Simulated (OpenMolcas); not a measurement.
**Ar⁵⁺: CASSCF and CASPT2 terms and fine-structure levels**

Wanted: the level scheme of Ar⁵⁺ from active-space wave functions, then second-order correlation under several settings.

Program: OpenMolcas 26.06. Level of theory: state-averaged CASSCF and CASPT2, spin-orbit coupling by RASSI with atomic mean-field integrals. These are calculated values, not measurements, unless marked.

2 further runs of the same task are left out: 2 set aside as unsound or not needed.

## (1) Starting point

```
Species                           : Ar⁵⁺ (argon, Z = 18, 13 electrons)
Basis                             : ANO-RCC-VDZP [4s3p1d], 18 functions
Scalar Hamiltonian                : DKH2, point nucleus
Inactive shells                   : 1s 2s 2p
Active space                      : 3 electrons in 4 orbitals (3s 3p)
Some configurations of this space : 3p³, 3s 3p², 3s² 3p
Orbitals                          : optimised for each spin and parity, averaged over the low roots
```

Outer shells as boxes (Hund's rule):

3p3
```
3p [↑ ][↑ ][↑ ]
```

3s 3p2
```
3s [↑ ]
3p [↑ ][↑ ][  ]
```

3s2 3p
```
3s [↑↓]
3p [↑ ][  ][  ]
```

The work runs as a chain of OpenMolcas steps in one folder; each step below is one input file. Labels, J, g values, rates, χT and fits are worked out afterwards by a script from the matrices that RASSI stores.

## (2) GATEWAY and SEWARD: basis and integrals

File a.inp:

```
&GATEWAY
Coord
1

Ar 0.0 0.0 0.0
Basis=ANO-RCC-VDZP
Group=XYZ
NoMove
AngMom=0.0 0.0 0.0
AMFI
&SEWARD
```

## (3) CASSCF: quartets of odd parity, 1 root

File a.inp:

```
&RASSCF
FileOrb=start.orb
Symmetry=2
Spin=4
nActEl=3 0 0
Inactive=2 3
Ras2=1 3
CIRoot=1 1 1
SDav=1
CIMx=300
Iter=120 100
PrWF=0.3
OrbListing=Nothing
MaxOrb=0
Atom
>>> COPY $Project.JobIph JOB001
```

start.orb holds the contracted functions of the basis, ordered by shell, or the orbitals of the step before.

## (4) CASSCF: doublets of odd parity, 11 roots

File a.inp:

```
&RASSCF
FileOrb=start.orb
Symmetry=2
Spin=2
nActEl=3 0 0
Inactive=2 3
Ras2=1 3
CIRoot=11 11 1
SDav=11
CIMx=300
Iter=120 100
PrWF=0.3
OrbListing=Nothing
MaxOrb=0
Atom
>>> COPY $Project.JobIph JOB002
```

## (5) Reference wave functions, quartets of even parity, 3 roots

File a.inp:

```
&RASSCF
FileOrb=start.orb
Symmetry=1
Spin=4
nActEl=3 0 0
Inactive=2 3
Ras2=1 3
CIRoot=3 3 1
SDav=3
CIMx=300
Iter=120 100
PrWF=0.3
OrbListing=Nothing
MaxOrb=0
Atom
>>> COPY $Project.JobIph JOB003
```

## (6) CASSCF: doublets of even parity, 9 roots

File a.inp:

```
&RASSCF
FileOrb=start.orb
Symmetry=1
Spin=2
nActEl=3 0 0
Inactive=2 3
Ras2=1 3
CIRoot=9 9 1
SDav=9
CIMx=300
Iter=120 100
PrWF=0.3
OrbListing=Nothing
MaxOrb=0
Atom
>>> COPY $Project.JobIph JOB004
```

## (7) State interaction with spin-orbit coupling

File a.inp:

```
&RASSI
NrOfJobIphs=4 1 11 3 9
1
1 2 3 4 5 6 7 8 9 10 11
1 2 3
1 2 3 4 5 6 7 8 9
IphNames
JOB001
JOB002
JOB003
JOB004
EJob
SpinOrbit
DIPRint=1.0
SOCoupling=1000.0
Subsets=2
MEES
Property=10
'ANGMOM' 1 'ANGMOM' 2 'ANGMOM' 3 'MLTPL  1' 1 'MLTPL  1' 2 'MLTPL  1' 3
'AMFI' 1 'AMFI' 2 'AMFI' 3 'MLTPL  2' 6
SOProperty=3
'ANGMOM' 1 'ANGMOM' 2 'ANGMOM' 3
```

## (8) CASPT2: IPEA 0.25, imaginary shift 0.1 (closed shells correlated: 2s 2p)

File a.inp:

```
>>> COPY JOB001 $Project.JobIph
&CASPT2
Multistate=1 1
Frozen=1 0
IPEA=0.25
Imaginary=0.1
MaxIter=60
WThr=0.0 0.3 0.05
PrWF=0.5
NoMix
>>> COPY JOB002 $Project.JobIph
&CASPT2
Multistate=11 1 2 3 4 5 6 7 8 9 10 11
Frozen=1 0
IPEA=0.25
Imaginary=0.1
MaxIter=60
WThr=0.0 0.3 0.05
PrWF=0.5
NoMix
>>> COPY JOB003 $Project.JobIph
&CASPT2
Multistate=3 1 2 3
Frozen=1 0
IPEA=0.25
Imaginary=0.1
MaxIter=60
WThr=0.0 0.3 0.05
PrWF=0.5
NoMix
>>> COPY JOB004 $Project.JobIph
&CASPT2
Multistate=9 1 2 3 4 5 6 7 8 9
Frozen=1 0
IPEA=0.25
Imaginary=0.1
MaxIter=60
WThr=0.0 0.3 0.05
PrWF=0.5
NoMix
```

## (9) CASPT2: IPEA 0.5, imaginary shift 0.1 (closed shells correlated: 2s 2p)

a.inp: that of step 8 with these lines changed.

```diff
@@ -4,3 +4,3 @@
 Frozen=1 0
-IPEA=0.25
+IPEA=0.5
 Imaginary=0.1
@@ -14,3 +14,3 @@
 Frozen=1 0
-IPEA=0.25
+IPEA=0.5
 Imaginary=0.1
@@ -24,3 +24,3 @@
 Frozen=1 0
-IPEA=0.25
+IPEA=0.5
 Imaginary=0.1
@@ -34,3 +34,3 @@
 Frozen=1 0
-IPEA=0.25
+IPEA=0.5
 Imaginary=0.1
```

(Steps that only read results are left out.)

Before running it: what results should come out? Wanted: lowest level; first excited level; lowest level of another term; spin-orbit lowering of the lowest level; strongest of the lines computed, by gA, at CASSCF energies.

The runs gave:

```
                                                  quantity                                                                        value
                                                    method  SS-CASPT2, IPEA 0.25, imaginary shift 0.1 (closed shells correlated: 2s 2p)
                                              lowest level                                3s² 3p ²P°_1/2, 100 % of that term, g = 0.666
                               ground level listed by NIST                                                                       2P°1/2
                                       first excited level                                                  3s² 3p ²P°_3/2 at 0.2411 eV
                              lowest level of another term                                                   3s 3p² ⁴P_1/2 at 11.924 eV
                   spin-orbit lowering of the lowest level                                                                    0.1608 eV
strongest of the lines computed, by gA, at CASSCF energies                    3s 3p² ²P_3/2 → 3s² 3p ²P°_3/2, 50.7 nm, A = 1.59e+10 s⁻¹
```

Cost and accuracy by method:

```tsv
method	time of its own steps	time with the reference	mean absolute difference from the measured levels (cm-1)
A. CASSCF	7.5 s	7.5 s	16000
B. SS-CASPT2, IPEA 0.25, imaginary shift 0.1, +2s 2p	1.3 s	8.7 s	8100
C. SS-CASPT2, IPEA 0.5, imaginary shift 0.1, +2s 2p	1.3 s	8.7 s	9000
```

Times are of one thread on a shared host.

What this shows: The multiplet ²P° is regular. Method B lies closest to the measured levels (8100 cm⁻¹ on average) and A farthest (16000). Only the configurations of the active space and the roots asked for are present. CASPT2 does not keep the components of a term degenerate, and the means are used. Reference weights range from 0.90 to 0.99, which points to intruder states or a small active space for some roots. No d shell is active. The basis is small and contracted for the neutral atom, so it is rough for this charge. Levels of other configurations are missing from the list.
